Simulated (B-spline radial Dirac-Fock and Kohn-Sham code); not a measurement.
**An X-ray data sheet for I⁶⁺, step by step**

Aim: for I⁶⁺, compute the binding energy of each subshell, the widths and yields of its core holes and its two-hole states.

Program: B-spline radial Dirac-Fock and Kohn-Sham code, version 3. Model: a free atom or ion on a radial basis; each step names its model. All values are calculated, but those marked as tabulated.

### Step 1. What is computed

I⁶⁺, [Kr] 4d10 5s1, inside a Watson sphere of charge -6 and radius 2.2 Å (a model of the Madelung potential; inside it an electron's potential energy is raised by 39.3 eV).

```yaml
nuclear_charge: 53
electrons: 47
mass_number: 127
nuclear_rms_radius: 4.75 fm
```

Outer shells as boxes (Hund's rule, for the drawing alone; heavy ions are jj-coupled, and the calculation averages over the configuration):

```
[Kr] core
4d [↑↓][↑↓][↑↓][↑↓][↑↓]
5s [↑ ]
```

### Step 2. Core and valence levels

Model: Dirac-Fock average of configuration, Delta-SCF, finite nucleus, first-order Breit with its frequency dependence, self-energy and vacuum polarisation.

Recorded inputs:

```ini
task = binding
Z = 53
charge = 6
configuration = 1s2 2s2 2p6 3s2 3p6 3d10 4s2 4p6 4d10 5s1
mass_number = 127
rms_radius = 4.75  # fm
watson_charge = -6  # e
watson_radius = 2.2  # A
```

The program writes no log. Results of the run, from its result record (rounded, main fields):

```text
{
  "status": "converged",
  "shells": ["K", "L1", "L2", "L3", "M1", "M2", "M3", "M4", "M5", "N1", "N2", "N3", "N4", "N5", "O1"],
  "total_energy_parts [Ha]": [-7039.93705, 6.02942017, -0.621014697, -0.0584318694, 4.10629295, -0.547819727],
  "koopmans [eV]": [33398.4, 5289.0, 4950.6, 4650.66, 1138.55, 997.543, 939.559, 694.294, 682.277, 245.622, 194.12, 182.672, 97.8424, 95.986, 46.8509],
  "dirac_coulomb [eV]": [33334.4, 5256.13, 4914.2, 4615.61, 1125.84, 984.393, 926.956, 680.105, 668.313, "-", 191.449, 180.202, 95.8151, 94.0293, 46.702],
  "gaunt [eV]": [-83.6836, -7.77667, -13.8892, -9.94516, -1.11109, -2.14657, -1.40502, -0.650294, -0.326806, "-", -0.363844, -0.217227, -0.0434239, 0.00759448, -0.038562],
  "retardation [eV]": [6.07913, 0.528137, 1.55466, 1.55151, 0.0568242, 0.233205, 0.233375, 0.0421558, 0.0413176, "-", 0.0428997, 0.0427675, 0.00262403, 0.00267549, 0.00286589],
  "breit_frequency [eV]": [0.708922, -0.0694021, -0.00141753, 0.306746, -0.0170925, -0.0120114, 0.0533368, -0.00860749, -0.0032016, "-", -0.00285219, 0.0102329, -0.00152388, -0.000657251, -0.000678316],
  "self_energy [eV]": [-45.4949, -5.67333, 0.365052, -0.164428, -1.16236, 0.0722962, -0.025543, 0.108785, 0.0731215, "-", 0.0200598, 0.000651207, 0.021725, 0.0161057, -0.0455629],
  "vacuum_polarisation [eV]": [6.29513, 0.727916, -0.0157717, -0.0387964, 0.144289, -0.00489406, -0.0100344, -0.00966961, -0.00944717, "-", -0.00154813, -0.00257084, -0.00205953, -0.00200937, 0.00566626],
  "binding [eV]": [33218.3, 5243.87, 4902.21, 4607.32, 1123.75, 982.535, 925.802, 679.587, 668.088, "-", 191.144, 180.036, 95.7924, 94.053, 46.6257],
  "mean_radius [bohr]": [0.0272174, 0.116593, 0.098565, 0.104204, 0.312206, 0.302994, 0.314184, 0.285446, 0.289015, 0.740486, 0.772806, 0.798042, 0.894369, 0.904792, 1.72754]
}
```

total_energy_parts: Dirac-Coulomb, Gaunt, retardation, frequency dependence, self-energy, vacuum polarisation. Blank entries are hole states that did not converge, or in which two open shells of one symmetry are about equally filled, where the average of configuration falls too low.

Each level as Koopmans' value plus corrections (eV):

| level | -ε | relaxation | Breit | QED | binding |
| --- | --- | --- | --- | --- | --- |
| K (1s) | 33398.4 | -63.97 | -76.90 | -39.20 | 33218.3 |
| L1 (2s) | 5289.0 | -32.87 | -7.32 | -4.95 | 5243.9 |
| L2 (2p1/2) | 4950.6 | -36.40 | -12.34 | 0.35 | 4902.2 |
| L3 (2p3/2) | 4650.7 | -35.05 | -8.09 | -0.20 | 4607.3 |
| M1 (3s) | 1138.6 | -12.71 | -1.07 | -1.02 | 1123.7 |
| M2 (3p1/2) | 997.5 | -13.15 | -1.93 | 0.07 | 982.5 |
| M3 (3p3/2) | 939.6 | -12.60 | -1.12 | -0.04 | 925.8 |
| M4 (3d3/2) | 694.3 | -14.19 | -0.62 | 0.10 | 679.6 |
| M5 (3d5/2) | 682.3 | -13.96 | -0.29 | 0.06 | 668.1 |
| N2 (4p1/2) | 194.1 | -2.67 | -0.32 | 0.02 | 191.1 |
| N3 (4p3/2) | 182.7 | -2.47 | -0.16 | 0.00 | 180.0 |
| N4 (4d3/2) | 97.84 | -2.03 | -0.04 | 0.02 | 95.79 |
| N5 (4d5/2) | 95.99 | -1.96 | 0.01 | 0.01 | 94.05 |
| O1 (5s) | 46.85 | -0.15 | -0.04 | -0.04 | 46.63 |

X-ray lines as differences of these levels:

| line | energy (eV) |
| --- | --- |
| Kβ2' (K-N3) | 33038.3 |
| Kβ2'' (K-N2) | 33027.2 |
| Kβ1 (K-M3) | 32292.5 |
| Kβ3 (K-M2) | 32235.8 |
| Kα1 (K-L3) | 28611.0 |
| Kα2 (K-L2) | 28316.1 |
| Lγ3 (L1-N3) | 5063.8 |
| Lγ2 (L1-N2) | 5052.7 |
| Lγ1 (L2-N4) | 4806.4 |
| Lβ7 (L3-O1) | 4560.7 |
| Lβ2 (L3-N5) | 4513.3 |
| Lβ15 (L3-N4) | 4511.5 |
| Lβ3 (L1-M3) | 4318.1 |
| Lβ4 (L1-M2) | 4261.3 |

### Step 3. Filling the vacancies

Model: independent-particle rates: relativistic LDA orbitals of the hole state, multipoles to L = 3 (length form), Coulomb Auger matrix elements with a Latter-tail continuum; energies from Dirac-Fock.

The run's settings:

```ini
task = decay
holes = ["K", "L1", "L2", "L3", "M1", "M2", "M3", "M4", "M5", "N1", "N2", "N3", "N4", "N5"]
```

The program writes no log. Results of the run, from its result record (rounded, main fields):

```text
{
  "status": "converged",
  "K": {
    "width_radiative": 9.1603,
    "width_radiative_velocity": 9.3755,
    "width_nonradiative": 1.2151,
    "coster_kronig": {},
    "radiative": [["L3", 28611.0, 4.91], ["L2", 28316.0, 2.6438], ["M3", 32293.0, 0.87667], ["M2", 32236.0, 0.45073], ["N3", 33038.0, 0.17616], ["N2", 33027.0, 0.090378]],
    "auger": [["L2L3", 23546.0, 0.32833], ["L3L3", 23843.0, 0.1605], ["L1L3", 23234.0, 0.13508], ["L1L2", 22934.0, 0.099607], ["L1L1", 22588.0, 0.077988], ["L2M3", 27324.0, 0.052972]]
  },
  "L1": {
    "width_radiative": 0.14993,
    "width_radiative_velocity": 0.14983,
    "width_nonradiative": 3.169,
    "coster_kronig": {"L2": 0.63118, "L3": 1.0799},
    "radiative": [["M3", 4318.1, 0.073822], ["M2", 4261.3, 0.04636], ["N3", 5063.8, 0.016361], ["N2", 5052.7, 0.010019], ["L3", 636.55, 0.0013576], ["M5", 4575.8, 0.0010204]],
    "auger": [["L3N5", 514.88, 0.27561], ["M4M5", 3839.8, 0.27424], ["L3N4", 512.62, 0.21226], ["L3N3", 426.43, 0.20591], ["M1M5", 3400.6, 0.18868], ["L2N3", 131.13, 0.16715]]
  },
  "L2": {
    "width_radiative": 0.25212,
    "width_radiative_velocity": 0.2572,
    "width_nonradiative": 2.715,
    "coster_kronig": {"L3": 0.51173},
    "radiative": [["M4", 4222.6, 0.21306], ["N4", 4806.4, 0.03186], ["M1", 3778.5, 0.0056811], ["O1", 4855.6, 0.00013578], ["M3", 3976.4, 8.4743e-05], ["N3", 4722.2, 1.8968e-05]],
    "auger": [["M4M5", 3498.1, 0.59998], ["M2M3", 2943.9, 0.22609], ["M2M5", 3197.9, 0.21201], ["L3N4", 170.97, 0.20569], ["M3M4", 3244.5, 0.15933], ["L3N2", 72.53, 0.147]]
  },
  "L3": {
    "width_radiative": 0.23895,
    "width_radiative_velocity": 0.24257,
    "width_nonradiative": 2.4897,
    "coster_kronig": {},
    "radiative": [["M5", 3939.2, 0.18019], ["N5", 4513.3, 0.02643], ["M4", 3927.7, 0.020327], ["M1", 3483.6, 0.0071817], ["N4", 4511.5, 0.0029591], ["O1", 4560.7, 0.0001691]],
    "auger": [["M4M5", 3203.2, 0.54154], ["M5M5", 3215.8, 0.3627], ["M3M5", 2964.0, 0.28234], ["M3M4", 2949.6, 0.18732], ["M3M3", 2705.4, 0.17929], ["M2M3", 2649.0, 0.13031]]
  },
  "M1": {
    "width_radiative": 0.003634,
    "width_radiative_velocity": 0.0034572,
    "width_nonradiative": 7.5814,
    "coster_kronig": {"M2": 2.6081, "M3": 2.3526, "M4": 0.89658, "M5": 1.2848},
    "radiative": [["N3", 943.71, 0.0018596], ["N2", 932.6, 0.0013499], ["M3", 197.95, 0.00035159], ["M2", 141.21, 6.1201e-05], ["N5", 1029.7, 6.5946e-06], ["N4", 1028.0, 4.6272e-06]],
    "auger": [["M2N5", 20.194, 1.4716], ["M3N5", 77.082, 1.3299], ["M2N4", 18.439, 1.0582], ["M3N4", 75.064, 0.90937], ["M5N5", 334.87, 0.24639], ["M5N3", 246.64, 0.17618]]
  },
  "M2": {
    "width_radiative": 0.0039977,
    "width_radiative_velocity": 0.0038,
    "width_nonradiative": 4.5118,
    "coster_kronig": {"M4": 2.9535, "M5": 1.0761},
    "radiative": [["N4", 886.74, 0.0023313], ["M4", 302.95, 0.0010154], ["O1", 935.91, 6.4665e-05], ["N3", 802.5, 1.2378e-06], ["N5", 888.48, 2.1674e-09], ["M3", 56.733, 1.1305e-09]],
    "auger": [["M4N3", 93.739, 1.0179], ["M5N2", 93.429, 0.81074], ["M4N2", 82.268, 0.67263], ["M4N5", 181.74, 0.28488], ["M4N4", 180.47, 0.26062], ["N2N5", 673.24, 0.15217]]
  },
  "M3": {
    "width_radiative": 0.0039431,
    "width_radiative_velocity": 0.0037611,
    "width_nonradiative": 4.494,
    "coster_kronig": {"M4": 0.90967, "M5": 3.0774},
    "radiative": [["N5", 831.75, 0.0022638], ["M5", 257.71, 0.00058292], ["N4", 830.01, 0.00027291], ["O1", 879.18, 7.5724e-05], ["M4", 246.21, 5.5486e-05], ["N2", 734.66, 6.5584e-07]],
    "auger": [["M5N3", 48.689, 1.4662], ["M5N2", 36.696, 0.76277], ["M4N3", 37.006, 0.65311], ["M5N5", 136.92, 0.49097], ["M5N4", 134.59, 0.28735], ["N3N5", 629.28, 0.15114]]
  },
  "M4": {
    "width_radiative": 0.00023313,
    "width_radiative_velocity": 0.00024994,
    "width_nonradiative": 0.60944,
    "coster_kronig": {},
    "radiative": [["N2", 488.44, 0.00020078], ["N3", 499.55, 3.207e-05], ["N4", 583.79, 1.6105e-07], ["N5", 585.53, 6.6956e-08], ["O1", 632.96, 6.1969e-09], ["M5", 11.499, 8.4604e-12]],
    "auger": [["N4N5", 466.68, 0.20402], ["N3N4", 380.04, 0.12554], ["N4N4", 465.15, 0.098677], ["N2N4", 370.86, 0.056383], ["N2N3", 283.74, 0.010424], ["N4O1", 521.09, 0.0065297]]
  },
  "M5": {
    "width_radiative": 0.00020053,
    "width_radiative_velocity": 0.00021475,
    "width_nonradiative": 0.62117,
    "coster_kronig": {},
    "radiative": [["N3", 488.05, 0.00020027], ["N5", 574.03, 1.7566e-07], ["N4", 572.3, 4.5284e-08], ["O1", 621.46, 5.8734e-09], ["N2", 476.94, 2.1126e-11]],
    "auger": [["N5N5", 457.18, 0.16509], ["N4N5", 455.18, 0.14233], ["N3N5", 371.56, 0.11695], ["N2N5", 358.79, 0.07036], ["N2N3", 272.24, 0.010458], ["N3N3", 283.1, 0.0077106]]
  },
  "N2": {
    "width_radiative": 0.00027426,
    "width_radiative_velocity": 0.00022289,
    "width_nonradiative": 0.31503,
    "coster_kronig": {"N4": 0.27329, "N5": 0.041738},
    "radiative": [["N4", 95.352, 0.00025217], ["O1", 144.52, 2.2093e-05], ["N3", 11.108, 8.5376e-12], ["N5", 97.091, 8.6448e-13]],
    "auger": [["N4O1", 32.647, 0.27329], ["N5O1", 34.407, 0.041738]]
  },
  "N3": {
    "width_radiative": 0.00022006,
    "width_radiative_velocity": 0.00017408,
    "width_nonradiative": 0.33775,
    "coster_kronig": {"N4": 0.054466, "N5": 0.28329},
    "radiative": [["N5", 85.983, 0.00017672], ["O1", 133.41, 2.4963e-05], ["N4", 84.243, 1.8369e-05]],
    "auger": [["N5O1", 23.299, 0.28329], ["N4O1", 21.539, 0.054466]]
  }
}
```

All in eV. For each hole the six strongest lines (shell, energy, width) and Auger groups (final holes, energy, width) are shown. Channels that end in a level without an energy here are missing from these lists, strong ones among them, though the widths hold them.

How each hole decays (widths in eV):

| hole | radiative | Auger | Coster-Kronig | total | yield | lifetime (fs) |
| --- | --- | --- | --- | --- | --- | --- |
| K (1s) | 9.16 | 1.22 | 0 | 10.4 | 0.883 | 0.0634 |
| L1 (2s) | 0.150 | 1.46 | 1.71 | 3.32 | 0.0452 | 0.198 |
| L2 (2p1/2) | 0.252 | 2.20 | 0.512 | 2.97 | 0.0850 | 0.222 |
| L3 (2p3/2) | 0.239 | 2.49 | 0 | 2.73 | 0.0876 | 0.241 |
| M1 (3s) | 0.00363 | 0.439 | 7.14 | 7.58 | 4.79e-04 | 0.0868 |
| M2 (3p1/2) | 0.00400 | 0.482 | 4.03 | 4.52 | 8.85e-04 | 0.146 |
| M3 (3p3/2) | 0.00394 | 0.507 | 3.99 | 4.50 | 8.77e-04 | 0.146 |
| M4 (3d3/2) | 2.33e-04 | 0.609 | 0 | 0.610 | 3.82e-04 | 1.08 |
| M5 (3d5/2) | 2.01e-04 | 0.621 | 0 | 0.621 | 3.23e-04 | 1.06 |
| N2 (4p1/2) | 2.74e-04 | 0 | 0.315 | 0.315 | 8.70e-04 | 2.09 |
| N3 (4p3/2) | 2.20e-04 | 0 | 0.338 | 0.338 | 6.51e-04 | 1.95 |

Emission lines that fill the K hole:

```
  Kα2 28316.1      53.8 ############################
  Kα1 28611.0       100 ################################
  Kβ3 32235.8      9.18 ################
  Kβ1 32292.5      17.9 ####################
Kβ2'' 33027.2      1.84 #####
 Kβ2' 33038.3      3.59 #########
```
(bars on a logarithmic scale, % of the strongest)

### Step 4. Double vacancies and Auger multiplets

Model: Dirac-Fock average of configuration, Delta-SCF, finite nucleus, first-order Breit with its frequency dependence, self-energy and vacuum polarisation; two-hole levels by intermediate coupling within the shell, Auger rates as independent-particle Coulomb matrix elements.

The run's settings:

```ini
task = double
```

The program writes no log. Results of the run, from its result record (rounded, main fields):

```text
{
  "status": "converged",
  "single_binding [eV]": {
    "K": 33218.32,
    "L1": 5243.867,
    "L2": 4902.213,
    "L3": 4607.32,
    "M1": 1123.748,
    "M2": 982.5351,
    "M3": 925.8018,
    "M4": 679.587,
    "M5": 668.088,
    "N2": 191.1439,
    "N3": 180.0355,
    "N4": 95.79245,
    "N5": 94.05297,
    "O1": 46.62573
  },
  "double_binding [eV]": {
    "KK": 67309.74,
    "KL2": 38373.07,
    "KL3": 38055.68,
    "KM2": 34280.35,
    "KM3": 34218.75,
    "KM4": 33968.05,
    "KM5": 33955.32,
    "L1L1": 10635.35,
    "L1L2": 10284.63,
    "L1L3": 9985.659,
    "L1M2": 6293.194,
    "L1M3": 6234.295,
    "L1M4": 5993.544,
    "L1M5": 5981.078,
    "L2L2": 9987.103,
    "L2L3": 9673.3,
    "L2M1": 6091.022,
    "L2M3": 5894.922,
    "L2M4": 5650.277,
    "L2M5": 5640.997,
    "L3L3": 9377.537,
    "L3M1": 5795.738,
    "L3M2": 5658.503,
    "L3M4": 5358.236,
    "L3M5": 5343.928,
    "M4M4": 1415.502,
    "M4M5": 1404.635,
    "M5M5": 1392.279,
    "M2M2": 2020.54,
    "M2M3": 1958.839,
    "M3M3": 1902.589,
    "N4N4": 214.5899,
    "N4N5": 213.0673,
    "N5N5": 211.065
  },
  "kalpha_Ln [eV]": [
    [0, 28512.66, 29148.21],
    [1, 28585.54, 29222.65],
    [2, 28659.74, 29298.39],
    [3, 28735.26, 29375.47],
    [4, 28812.1, 29453.89],
    [5, 28890.29, 29533.64]
  ],
  "auger_lines [eV]": {
    "K-L123": [["L2L3", 2, 0.998269, 23537.7, 0.345545], ["L3L3", 2, 0.998269, 23847.4, 0.12249], ["L1L2", 1, 0.980042, 22921.1, 0.112437], ["L1L3", 1, 0.980042, 23203.1, 0.0897809], ["L1L1", 0, 0.993189, 22577.2, 0.0692448], ["L1L3", 2, 1.0, 23253.8, 0.0229922]],
    "L2-M45": [["M4M5", 4, 0.949506, 3493.2, 0.518937], ["M4M4", 2, 0.894779, 3487.9, 0.121199], ["M4M5", 3, 1.0, 3503.35, 0.0644545], ["M4M5", 2, 0.866074, 3497.97, 0.0187816], ["M4M4", 0, 0.859555, 3471.08, 0.0180895], ["M4M5", 1, 1.0, 3494.67, 0.00856722]],
    "L3-M45": [["M4M5", 4, 0.949506, 3198.31, 0.506296], ["M5M5", 4, 0.949506, 3218.99, 0.172019], ["M5M5", 2, 0.959149, 3213.28, 0.0895759], ["M4M5", 3, 1.0, 3208.46, 0.0712223], ["M4M5", 2, 0.866074, 3203.08, 0.0374934], ["M4M4", 2, 0.894779, 3193.0, 0.0318273]],
    "L2-M23": [["M2M3", 2, 0.994651, 2940.66, 0.156634], ["M2M2", 0, 0.989381, 2880.51, 0.0718971], ["M2M3", 1, 1.0, 2947.35, 0.0709398], ["M3M3", 2, 0.994651, 3002.05, 0.00131851], ["M3M3", 0, 0.989381, 2990.28, 0.000678184]]
  }
}
```

Auger rows: leading holes, J, purity, kinetic energy, width; the six strongest of each group. kalpha_Ln rows: L holes, Kα centroid, hypersatellite. Left out are hole states that did not converge, or in which two open shells of one symmetry are about equally filled, where the average of configuration falls too low.

Hole-hole repulsion U = E(ab) - E(a) - E(b), in eV:

| holes | double | sum of singles | U |
| --- | --- | --- | --- |
| K K | 67309.7 | 66436.6 | 873.1 |
| K L2 | 38373.1 | 38120.5 | 252.5 |
| K L3 | 38055.7 | 37825.6 | 230.0 |
| K M2 | 34280.4 | 34200.9 | 79.50 |
| K M3 | 34218.7 | 34144.1 | 74.63 |
| K M4 | 33968.1 | 33897.9 | 70.15 |
| K M5 | 33955.3 | 33886.4 | 68.92 |
| L1 L1 | 10635.3 | 10487.7 | 147.6 |
| L1 L2 | 10284.6 | 10146.1 | 138.5 |
| L1 L3 | 9985.7 | 9851.2 | 134.5 |
| L1 M2 | 6293.2 | 6226.4 | 66.79 |
| L1 M3 | 6234.3 | 6169.7 | 64.63 |
| L1 M4 | 5993.5 | 5923.5 | 70.09 |
| L1 M5 | 5981.1 | 5912.0 | 69.12 |
| L2 L2 | 9987.1 | 9804.4 | 182.7 |
| L2 L3 | 9673.3 | 9509.5 | 163.8 |
| L2 M1 | 6091.0 | 6026.0 | 65.06 |
| L2 M3 | 5894.9 | 5828.0 | 66.91 |
| L2 M4 | 5650.3 | 5581.8 | 68.48 |
| L2 M5 | 5641.0 | 5570.3 | 70.70 |
| L3 L3 | 9377.5 | 9214.6 | 162.9 |
| L3 M1 | 5795.7 | 5731.1 | 64.67 |

### Step 5. What came out

| quantity | value |
| --- | --- |
| deepest level listed, K (1s) | 33218.3 eV |
| least bound, O1 (5s) | 46.63 eV |
| Kα1 | 28611.0 eV |
| K hole: width, yield | 10.4 eV, 0.883 |
| its lifetime | 0.0634 fs |
| its strongest line | Kα1 (K-L3), 28611.0 eV |
| largest U, K K | 873.1 eV |
| Kα hypersatellite shift | +635.6 eV |
| strongest line of K-L123 | L2L3, J = 2, 23537.7 eV |

For K (1s), relaxation takes off 64.0 eV, Breit terms shift it by -76.90 and QED by -39.20 eV. The K hole lives 0.063 fs and decays mostly by X-ray emission (yield 0.88). Coster-Kronig decay rules L1, M1, M2, M3, N2 and N3, where this model's widths can be far from the measured ones. Two holes repel most in K K, by 873.1 eV, and least in N5 N5, by 22.96 eV. An empty K shell moves Kα up by 636 eV. In the K-L123 Auger group the L2L3 J = 2 line carries 42 % of the rate. The Hartree-Fock and Dirac-Fock values hold no electron correlation.
